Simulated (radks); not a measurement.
**Valence configurations of Sm²⁺**

The task here is to estimate one member of a computed series from the others.

Method: Dirac Kohn-Sham, PBE, spin-unpolarised, spherical densities, finite nucleus; open shells fill j = l - 1/2 first. Code: radks (a radial shooting solver on a logarithmic mesh, Libxc functionals) version 1.

## What is computed

```
element            : samarium (Z = 62)
charge             : +2
electrons          : 60
configuration      : [Xe] 4f6
nuclear rms radius : 5.0819 fm
others tried       : 4f4 5d2; 4f4.5 5d1.5; 4f5 6p1; 4f3 5d3; 4f2.5 5d1.5 6s2; 4f5 5d1; 4f3.5 5d1.5 6p1; 4f4 5d1 6s1; 4f4 6p2
```

Set-up of the first run:

The run's settings:

```text
Z 62
configuration [Xe] 4f6
relativity Dirac
functional pbe,pbe
spin unpolarised
j_filling energy
nucleus finite rms 5.0819 fm
c 137.035999084
```

Among the steps run: [Xe] 4f6.

One of the session's tables, all rows but one given; the rest of the session is left out.

It belongs to the step «[Xe] 4f6». Radial moments (bohr):

| level | <r> | outermost maximum (interpolated) | 90 % within | nodes |
| --- | --- | --- | --- | --- |
| 4p3/2 | 0.6224 | 0.571 | 0.906 | 2 |
| 4d3/2 | 0.6652 | 0.583 | 1.00 | 1 |
| 4d5/2 | 0.6756 | 0.591 | 1.02 | 1 |
| 5s1/2 | ? | ? | ? | ? |
| 5p1/2 | 1.586 | 1.38 | 2.32 | 3 |
| 5p3/2 | 1.678 | 1.46 | 2.46 | 3 |
| 4f5/2 | 0.9890 | 0.612 | 1.74 | 0 |
| 4f7/2 | 1.006 | 0.617 | 1.78 | 0 |

Estimate the missing values for 5s1/2.

As computed: <r>: 1.410; outermost maximum (interpolated): 1.26; 90 % within: 2.03; nodes: 4. In the column «<r>» it lies between 4f7/2 (1.006) and 5p1/2 (1.586).
